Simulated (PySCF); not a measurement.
# One shape, several levels: [SiCl3]+ (SMILES Cl[Si+](Cl)Cl)

Wanted: a comparison of 5 runs (HF/STO-3G, HF/3-21G, HF/6-31G, HF/aug-cc-pVDZ, PBE0/def2-SVP) of [SiCl3]+. Input form: a Python script.

The calculation is run with PySCF 2.14.0.

## Step 1: Starting point

[SiCl3]+: 4 atoms, total charge +1, spin state singlet. As SMILES, `Cl[Si+](Cl)Cl`. The shape is that of a PBE0-D4/def2-TZVP optimisation.

Bond lengths: Cl1–Si2 1.947 Å, Si2–Cl3 1.947 Å, Si2–Cl4 1.947 Å. Angles: Cl1–Si2–Cl3 120.0°, Cl1–Si2–Cl4 120.0°, Cl3–Si2–Cl4 120.0°.

## Step 2: Energy and gradient at HF/STO-3G (run 1)

The input, job.py:

```python
import pyscf.grad
from pyscf import gto, scf

molecule = gto.M(
    atom=[
    ('Cl', (-1.556000, -0.622300, 0.990900)),
    ('Si', (-0.000000, -0.000100, -0.000100)),
    ('Cl', (1.772000, -0.669600, 0.449500)),
    ('Cl', (-0.216000, 1.292000, -1.440300)),
],
    spin=0,
    basis='sto-3g',
    charge=1,
    verbose=3,
    max_memory=1860,
)

mf = scf.RHF(molecule)
mf.conv_tol = 1e-10
mf.kernel()
if not mf.converged:
    mf = mf.newton().run(mf.mo_coeff, mf.mo_occ)

energy = mf.e_tot
print('Final energy', energy)
grad = mf.Gradients().kernel()
mf.analyze()
```

Run with:

```
$ OMP_NUM_THREADS=1 python job.py
```

The log of the run:

```text
converged SCF energy = -1649.18468491682
Final energy -1649.1846849168223
--------------- RHF gradients ---------------
         x                y                z
0 Cl     0.0394124937     0.0157641794    -0.0250975918
1 Si     0.0000001713    -0.0000020234    -0.0000020026
2 Cl    -0.0448814057     0.0169598817    -0.0113819514
3 Cl     0.0054687407    -0.0327220377     0.0364815458
----------------------------------------------
**** MO energy ****
MO #1   energy= -104.040256106172  occ= 2
MO #2   energy= -104.040254330351  occ= 2
MO #3   energy= -104.040250643218  occ= 2
MO #4   energy= -68.5334547935366  occ= 2
MO #5   energy= -10.716235191193   occ= 2
MO #6   energy= -10.7161206499055  occ= 2
MO #7   energy= -10.7161179764247  occ= 2
MO #8   energy= -8.16048026546547  occ= 2
MO #9   energy= -8.16036131401157  occ= 2
MO #10  energy= -8.16035863179627  occ= 2
MO #11  energy= -8.15388636833597  occ= 2
MO #12  energy= -8.15368319456662  occ= 2
MO #13  energy= -8.15368057947737  occ= 2
MO #14  energy= -8.15311621822614  occ= 2
MO #15  energy= -8.15309344672831  occ= 2
MO #16  energy= -8.15309067836526  occ= 2
MO #17  energy= -6.49872232136699  occ= 2
MO #18  energy= -4.52436500250047  occ= 2
MO #19  energy= -4.52436478977698  occ= 2
MO #20  energy= -4.52063092617367  occ= 2
MO #21  energy= -1.38943892715993  occ= 2
MO #22  energy= -1.3258006550594   occ= 2
MO #23  energy= -1.32579704827743  occ= 2
MO #24  energy= -0.908935536314033 occ= 2
MO #25  energy= -0.793836835365253 occ= 2
MO #26  energy= -0.793834552710766 occ= 2
MO #27  energy= -0.762262703240803 occ= 2
MO #28  energy= -0.693774064575708 occ= 2
MO #29  energy= -0.693772863581173 occ= 2
MO #30  energy= -0.693052494037339 occ= 2
MO #31  energy= -0.693050101092028 occ= 2
MO #32  energy= -0.689539996615159 occ= 2
MO #33  energy= -0.162851713381236 occ= 0
MO #34  energy= -0.109134971898691 occ= 0
MO #35  energy= 0.131977855561654  occ= 0
MO #36  energy= 0.131995161654857  occ= 0
 ** Mulliken atomic charges  **
charge of    0Cl =     -0.01271
charge of    1Si =      1.03811
charge of    2Cl =     -0.01270
charge of    3Cl =     -0.01270

WARN: System has nonzero charge 1; the dipole moment is origin-dependent.
Location of origin: [0. 0. 0.]

Dipole moment(X, Y, Z, Debye):  0.00005, -0.00077, -0.00081
```

Wall time 1.9 s (1 thread of Intel Xeon at 2.70GHz, shared host); peak memory 0.12 GiB.

## Step 3: Energy and gradient at HF/3-21G (run 2)

The input, input.py:

```python
# Cl[Si+](Cl)Cl
from pyscf import gto, scf

system = gto.M(
    atom='''
Cl  -1.556000  -0.622300   0.990900
Si   0.000000  -0.000100  -0.000100
Cl   1.772000  -0.669600   0.449500
Cl  -0.216000   1.292000  -1.440300
''',
    basis='3-21g',
    verbose=3,
    charge=1,
    max_memory=1860,
)

calc0 = scf.RHF(system)
calc0.conv_tol = 1e-10
calc0.kernel()
if not calc0.converged:
    calc0 = calc0.newton().run(calc0.mo_coeff, calc0.mo_occ)

etot = calc0.e_tot
print('E = %.10f Eh' % etot)
grad = calc0.nuc_grad_method().kernel()
calc0.analyze()
```

Run with:

```
$ OMP_NUM_THREADS=1 python input.py
```

The log of the run:

```text
converged SCF energy = -1659.02092595593
E = -1659.0209259559 Eh
--------------- RHF gradients ---------------
         x                y                z
0 Cl     0.0480163548     0.0192054948    -0.0305764564
1 Si    -0.0000005102    -0.0000025883    -0.0000020330
2 Cl    -0.0546786790     0.0206622586    -0.0138667772
3 Cl     0.0066628344    -0.0398651651     0.0444452666
----------------------------------------------
**** MO energy ****
MO #1   energy= -104.389577421756  occ= 2
MO #2   energy= -104.389575019312  occ= 2
MO #3   energy= -104.389396757988  occ= 2
MO #4   energy= -68.7366580543903  occ= 2
MO #5   energy= -10.7870160571398  occ= 2
MO #6   energy= -10.7870138364021  occ= 2
MO #7   energy= -10.786420009368   occ= 2
MO #8   energy= -8.24941329287974  occ= 2
MO #9   energy= -8.2494111157688   occ= 2
MO #10  energy= -8.24918980199383  occ= 2
MO #11  energy= -8.24459190874034  occ= 2
MO #12  energy= -8.24440129943203  occ= 2
MO #13  energy= -8.24439911044325  occ= 2
MO #14  energy= -8.24415573722687  occ= 2
MO #15  energy= -8.24410840567274  occ= 2
MO #16  energy= -8.24410614092255  occ= 2
MO #17  energy= -6.55124516547848  occ= 2
MO #18  energy= -4.6471687921062   occ= 2
MO #19  energy= -4.6471684952293   occ= 2
MO #20  energy= -4.64220740035414  occ= 2
MO #21  energy= -1.451351647337    occ= 2
MO #22  energy= -1.39448393489076  occ= 2
MO #23  energy= -1.39448029385856  occ= 2
MO #24  energy= -0.9551138532112   occ= 2
MO #25  energy= -0.838317958587743 occ= 2
MO #26  energy= -0.838314877376432 occ= 2
MO #27  energy= -0.798182785465808 occ= 2
MO #28  energy= -0.738733770195784 occ= 2
MO #29  energy= -0.738731960745721 occ= 2
MO #30  energy= -0.731838794385756 occ= 2
MO #31  energy= -0.731836321280764 occ= 2
MO #32  energy= -0.719036083085988 occ= 2
MO #33  energy= -0.232222852689073 occ= 0
MO #34  energy= -0.190549624268362 occ= 0
MO #35  energy= -0.0287584423737502 occ= 0
MO #36  energy= -0.0287456358683523 occ= 0
MO #37  energy= 0.112531272309442  occ= 0
MO #38  energy= 0.204407312002129  occ= 0
MO #39  energy= 0.208193867297716  occ= 0
MO #40  energy= 0.208194246937718  occ= 0
MO #41  energy= 0.521310946167246  occ= 0
MO #42  energy= 0.52131285593165   occ= 0
MO #43  energy= 0.546875011637112  occ= 0
MO #44  energy= 0.559500632007407  occ= 0
MO #45  energy= 0.559506106693831  occ= 0
MO #46  energy= 0.651041771970234  occ= 0
MO #47  energy= 0.651048693855557  occ= 0
MO #48  energy= 0.651552914180286  occ= 0
MO #49  energy= 0.656831642596502  occ= 0
MO #50  energy= 0.65754760673347   occ= 0
MO #51  energy= 0.802131603382567  occ= 0
MO #52  energy= 0.802135218044925  occ= 0
 ** Mulliken atomic charges  **
charge of    0Cl =     -0.02369
charge of    1Si =      1.07107
charge of    2Cl =     -0.02369
charge of    3Cl =     -0.02369

WARN: System has nonzero charge 1; the dipole moment is origin-dependent.
Location of origin: [0. 0. 0.]

Dipole moment(X, Y, Z, Debye):  0.00005, -0.00067, -0.00071
```

Wall time 2 s (1 thread of Intel Xeon at 2.70GHz, shared host); peak memory 0.13 GiB.

Runs 3 to 4 aren't shown in full; the table further down has their settings and results.

## Step 4: Energy and forces at PBE0/def2-SVP (run 5)

The input, calc.py:

```python
from pyscf import gto, dft

mol = gto.M(
    atom='''
Cl    -2.940414    -1.175977     1.872530
Si     0.000000    -0.000189    -0.000189
Cl     3.348595    -1.265361     0.849432
Cl    -0.408181     2.441526    -2.721773
''',
    verbose=4,
    charge=1,
    basis='def2-svp',
    unit='bohr',
    max_memory=1860,
    spin=0,
)

mf = dft.RKS(mol, xc='pbe0')
mf.grids.level = 5
mf.conv_tol = 1e-10
mf.kernel()
if not mf.converged:
    mf = mf.newton().run(mf.mo_coeff, mf.mo_occ)

e_final = mf.e_tot
print('E(%s) = %.9f' % ('PBE0', e_final))
grad = mf.nuc_grad_method().kernel()
mf.analyze()
```

Run with:

```
$ OMP_NUM_THREADS=1 python calc.py
```

The log of the run:

```text
PySCF version 2.14.0

[INPUT] num. atoms = 4
[INPUT] num. electrons = 64
[INPUT] charge = 1
[INPUT] spin (= nelec alpha-beta = 2S) = 0
[INPUT] symmetry False subgroup None
[INPUT] Mole.unit = bohr
[INPUT] Symbol           X                Y                Z      unit          X                Y                Z       unit  Magmom
[INPUT]  1 Cl    -1.556000079470  -0.622300228966   0.990900202764 AA   -2.940414000000  -1.175977000000   1.872530000000 Bohr   0.0
[INPUT]  2 Si     0.000000000000  -0.000100014493  -0.000100014493 AA    0.000000000000  -0.000189000000  -0.000189000000 Bohr   0.0
[INPUT]  3 Cl     1.772000162601  -0.669600204787   0.449500056626 AA    3.348595000000  -1.265361000000   0.849432000000 Bohr   0.0
[INPUT]  4 Cl    -0.216000083131   1.291999919069  -1.440300244897 AA   -0.408181000000   2.441526000000  -2.721773000000 Bohr   0.0

nuclear repulsion = 330.127116713057
number of shells = 32
number of NR pGTOs = 144
number of NR cGTOs = 72
basis = def2-svp
ecp = {}

[... 62 lines left out ...]
Total Energy =                       -1668.801124564324709
[... 8 lines left out ...]
MO #2   energy= -101.946252648093  occ= 2
[... 6 lines left out ...]
MO #9   energy= -7.53853690674296  occ= 2
[... 6 lines left out ...]
MO #16  energy= -7.53067085238743  occ= 2
[... 6 lines left out ...]
MO #23  energy= -1.10904793101478  occ= 2
[... 6 lines left out ...]
MO #30  energy= -0.596490180360995 occ= 2
[... 6 lines left out ...]
MO #37  energy= -0.0918780468991005 occ= 0
[... 6 lines left out ...]
MO #44  energy= 0.241813754227801  occ= 0
[... 6 lines left out ...]
MO #51  energy= 0.521931625725831  occ= 0
[... 6 lines left out ...]
MO #58  energy= 0.59444260274851   occ= 0
[... 6 lines left out ...]
MO #65  energy= 0.758185620556866  occ= 0
[... 6 lines left out ...]
MO #72  energy= 1.16796428991346   occ= 0
[... 44 lines left out ...]
pop of  2 Cl 2pz          1.99995
pop of  2 Cl 3px          1.52818
pop of  2 Cl 3py          1.78218
pop of  2 Cl 3pz          1.82053
pop of  2 Cl 4px          0.00333
pop of  2 Cl 4py          0.00161
pop of  2 Cl 4pz          0.00151
pop of  2 Cl 3dxy         0.00653
pop of  2 Cl 3dyz         0.00089
pop of  2 Cl 3dz^2        0.00298
pop of  2 Cl 3dxz         0.00529
pop of  2 Cl 3dx2-y2      0.00676
pop of  3 Cl 1s           2.00000
pop of  3 Cl 2s           1.99986
pop of  3 Cl 3s           1.83686
pop of  3 Cl 4s           0.00245
pop of  3 Cl 2px          1.99995
pop of  3 Cl 2py          1.99993
pop of  3 Cl 2pz          1.99993
pop of  3 Cl 3px          1.87213
pop of  3 Cl 3py          1.64635
pop of  3 Cl 3pz          1.61240
pop of  3 Cl 4px          0.00154
pop of  3 Cl 4py          0.00232
pop of  3 Cl 4pz          0.00259
pop of  3 Cl 3dxy         0.00226
pop of  3 Cl 3dyz         0.00875
pop of  3 Cl 3dz^2        0.00526
pop of  3 Cl 3dxz         0.00284
pop of  3 Cl 3dx2-y2      0.00333
 ** Mulliken atomic charges  **
charge of    0Cl =      0.00124
charge of    1Si =      0.99627
charge of    2Cl =      0.00125
charge of    3Cl =      0.00125

WARN: System has nonzero charge 1; the dipole moment is origin-dependent.
Location of origin: [0. 0. 0.]

Dipole moment(X, Y, Z, Debye):  0.00003, -0.00043, -0.00046
```

Run time: 22 s. Hardware: 1 thread of Intel Xeon at 2.70GHz, shared host; peak memory 0.7 GiB.

## Step 5: Overview of the runs

```
run           level  integration grid   energy (Eh)  HOMO energy (eV)  LUMO energy (eV)  HOMO–LUMO gap (eV)  wall time
  1       HF/STO-3G                 –  -1649.184685            -18.76             -4.43               14.33      1.9 s
  2        HF/3-21G                 –  -1659.020926            -19.57             -6.32               13.25        2 s
  3        HF/6-31G                 –  -1666.987364            -19.50             -6.29               13.22       10 s
  4  HF/aug-cc-pVDZ                 –  -1667.278879            -18.80             -4.91               13.90       20 s
  5   PBE0/def2-SVP                 5  -1668.801125            -15.58             -8.41                7.18       22 s
```

## Step 6: Outcome

| quantity | value |
| --- | --- |
| run 5: total energy | -1668.80112 Eh |
| run 5: HOMO energy | -15.58 eV |
| run 5: LUMO energy | -8.41 eV |
| run 5: HOMO–LUMO gap | 7.18 eV |
| run 5: largest force on an atom | 0.475 eV/Å |

In words: The HOMO–LUMO gap runs from 7.18 eV (PBE0/def2-SVP) to 14.33 eV (HF/STO-3G). The two ends differ in method and basis. In run 1 the basis is minimal, so the values are rough. All runs together took 56 s, the longest 22 s.
